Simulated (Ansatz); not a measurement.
# BH5S3Si: one species, many methods

An exercise on one series of results from a longer session: the logs are not shown, and one member is left open.

Method: functionals in def2-TZVPP, the program's frozen cores in correlated methods; program: Ansatz 0.2.0, Gaussian basis.

Plan: LDA (SPW92), PBE-D4, revPBE-D4, BLYP-D4, r2SCAN-D4, B97M-V, PBE0-D4, B3LYP-D4, r2SCANh-D4, r2SCAN0-D4, HSE06-D4, BHLYP-D4, CAM-B3LYP-D4, LC-ωPBE, ωB97X-V, ωB97M-V, B2PLYP, PBE-QIDH; CCSD(T)/def2-SVP; CCSD(T)/def2-TZVPP; MP2/def2-QZVPP; extrapolation to the limit; RPA on PBE.

## The geometry

An earlier PBE0-D4 in a triple-zeta def2 set relaxation fixed the geometry.

SMILES `[SiH3]B(S)SS`, 10 atoms, charge 0, spin multiplicity 1.

Atoms are counted from 1 here; the program's logs count them from 0.

Bond lengths: Si1–B2 2.011 Å, Si1–H6 1.488 Å, Si1–H7 1.487 Å, Si1–H8 1.492 Å, B2–S3 1.792 Å, B2–S4 1.795 Å, S3–H9 1.343 Å, S4–S5 2.064 Å, S5–H10 1.345 Å. Angles: B2–Si1–H6 111.5°, B2–Si1–H7 111.6°, B2–Si1–H8 108.5°, H6–Si1–H7 109.0°, H6–Si1–H8 108.0°, H7–Si1–H8 108.2°, Si1–B2–S3 122.2°, Si1–B2–S4 123.1°, S3–B2–S4 114.7°, B2–S3–H9 96.9°, B2–S4–S5 104.0°, S4–S5–H10 97.2°.

The first run:

The input, in.yaml:

```yaml
crystal:
  periodic: [false, false, false]
  atoms:
    - {symbol: Si, position_ang: [-1.006950, 0.648885, -0.065126]}
    - {symbol: B, position_ang: [0.349705, -0.792328, -0.420826]}
    - {symbol: S, position_ang: [0.292465, -1.817934, -1.889608]}
    - {symbol: S, position_ang: [1.707387, -1.156542, 0.696013]}
    - {symbol: S, position_ang: [1.421923, 0.147044, 2.271186]}
    - {symbol: H, position_ang: [-0.363243, 1.984830, 0.053489]}
    - {symbol: H, position_ang: [-1.784782, 0.376056, 1.171994]}
    - {symbol: H, position_ang: [-1.960065, 0.696663, -1.212647]}
    - {symbol: H, position_ang: [-0.804791, -1.264485, -2.431103]}
    - {symbol: H, position_ang: [2.231554, 1.126610, 1.829429]}
basis:
  gaussian: {orbitals: def2-TZVPP}
hamiltonian: {xc: lda}
output: {orbitals: {seedname: orbitals}}
```

Command:

```sh
$ ansatz run in.yaml --threads 4 --pin off --events-out ev --progress --plain --max-ram 10444MiB
```

Among the steps run: LDA; PBE-D4 (GGA); revPBE-D4 (GGA); BLYP-D4 (GGA); r2SCAN-D4 (meta-GGA); B97M-V (meta-GGA); PBE0-D4 (hybrid); B3LYP-D4 (hybrid); r2SCANh-D4 (hybrid); r2SCAN0-D4 (hybrid); HSE06-D4 (hybrid); BHLYP-D4 (hybrid); CAM-B3LYP-D4 (range-separated); LC-ωPBE (range-separated); ωB97X-V (range-separated); ωB97M-V (range-separated); B2PLYP (double hybrid); PBE-QIDH (double hybrid).

One table of the session follows, with a row left open; its other results are not shown here.

It belongs to the step «Orbital energies across the functionals». 

| functional | HOMO (eV) | LUMO (eV) | gap (eV) |
| --- | --- | --- | --- |
| LDA (SPW92) | -6.42 | -2.66 | 3.76 |
| PBE-D4 | -6.29 | -2.47 | 3.82 |
| revPBE-D4 | -6.24 | -2.39 | 3.85 |
| BLYP-D4 | -6.12 | -2.27 | 3.85 |
| r2SCAN-D4 | -6.56 | -2.31 | 4.24 |
| B97M-V | -6.67 | -2.30 | 4.36 |
| PBE0-D4 | -7.51 | -1.64 | 5.86 |
| B3LYP-D4 | -7.26 | -1.77 | 5.49 |
| r2SCANh-D4 | -7.00 | -2.01 | 4.99 |
| r2SCAN0-D4 | -7.67 | -1.56 | 6.12 |
| HSE06-D4 | -7.11 | -2.02 | 5.09 |
| BHLYP-D4 | -8.55 | -0.60 | 7.94 |
| CAM-B3LYP-D4 | -8.79 | -0.50 | 8.29 |
| LC-ωPBE | ? | ? | ? |
| ωB97X-V | -9.81 | 0.46 | 10.27 |
| ωB97M-V | -9.64 | 0.32 | 9.96 |

Estimate the missing values for LC-ωPBE.

As computed: HOMO (eV): -10.17; LUMO (eV): 0.49; gap (eV): 10.66. In the column «HOMO (eV)» it is the lowest.
